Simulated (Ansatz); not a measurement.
# C13O: the cost of one run

Method: DFT r2SCAN+rVV10, scalar-relativistic, plane waves, PAW, and further levels as typed in the inputs, in Ansatz 0.2.0.

### Step 1. Starting point

The structure is triclinic, space group P1 (No. 1). The conventional cell has a = 4.261 Å, b = 4.261 Å, c = 21.350 Å, α = 90.00°, β = 90.00°, γ = 120.00°. Around C (site symmetry 1) lie 3 C at 1.42 Å. Only part of the 14 independent sites is listed.

As a file:

```xyz
14
Lattice="3.6900 2.1304 0.0000 -3.6900 2.1304 0.0000 0.0000 0.0000 21.3500" Properties=species:S:1:pos:R:3 pbc="T T T"
C     0.0000    0.0000   12.3500
C     0.0000    1.4203   12.3500
C     0.0000    0.0000    9.0000
C     1.2300    0.7101    9.0000
C    -1.2300    2.1304   12.3500
C    -1.2300    3.5507   12.3500
C    -1.2300    2.1304    9.0000
C     0.0000    2.8406    9.0000
C     1.2300    2.1304   12.3500
C     1.2300    3.5507   12.3500
C     1.2300    2.1304    9.0000
C     2.4600    2.8406    9.0000
C     0.7100    0.7901   15.5300
O     1.8000    0.7101   15.5000
```

### Step 2. Relaxing the atoms: C13O slab, no spin

File input.yaml:

```yaml
crystal:
  lattice:
    - [3.69, 2.1304224933, 0.0]
    - [-3.69, 2.1304224933, 0.0]
    - [0.0, 0.0, 21.35]
  atoms:
    - { symbol: C, position: [0.0, 0.0, 0.5784543326] }
    - { symbol: C, position: [0.3333333333, 0.3333333333, 0.5784543326] }
    - { symbol: C, position: [0.0, 0.0, 0.4215456674] }
    - { symbol: C, position: [0.3333333333, 0.0, 0.4215456674] }
    - { symbol: C, position: [0.3333333333, 0.6666666667, 0.5784543326] }
    - { symbol: C, position: [0.6666666667, 1.0, 0.5784543326] }
    - { symbol: C, position: [0.3333333333, 0.6666666667, 0.4215456674] }
    - { symbol: C, position: [0.6666666667, 0.6666666667, 0.4215456674] }
    - { symbol: C, position: [0.6666666667, 0.3333333333, 0.5784543326] }
    - { symbol: C, position: [1.0, 0.6666666667, 0.5784543326] }
    - { symbol: C, position: [0.6666666667, 0.3333333333, 0.4215456674] }
    - { symbol: C, position: [1.0, 0.3333333333, 0.4215456674] }
    - { symbol: C, position: [0.2816482473, 0.0892363232, 0.7274004684] }
    - { symbol: O, position: [0.4105691057, -0.0772357724, 0.7259953162] }
scf:
  occupations: { method: gaussian, width: 0.05 }
output:
  forces: true
hamiltonian:
  xc: r2scan
  dispersion: rvv10
kpoints:
  mp_grid: { grid: [6, 6, 1] }
efield:
  axis: 3
  dipole_correction: true
relax:
  f_tol: 0.004
  max_steps: 50
  constraints: [{ sites: [0, 1, 2, 3, 4, 5, 6, 7, 8, 9, 10, 11] }]
```

Started as:

```sh
$ ansatz run input.yaml --threads 8 --pin off --max-ram 12288MiB --backend cpu --events-out ev --progress --plain --runs-dir out
```

**Question.** How long does this run take on 8 threads of Arm Neoverse V2, shared host, and how much memory does it need?

About 10 min, with a peak of 1.9 GiB.
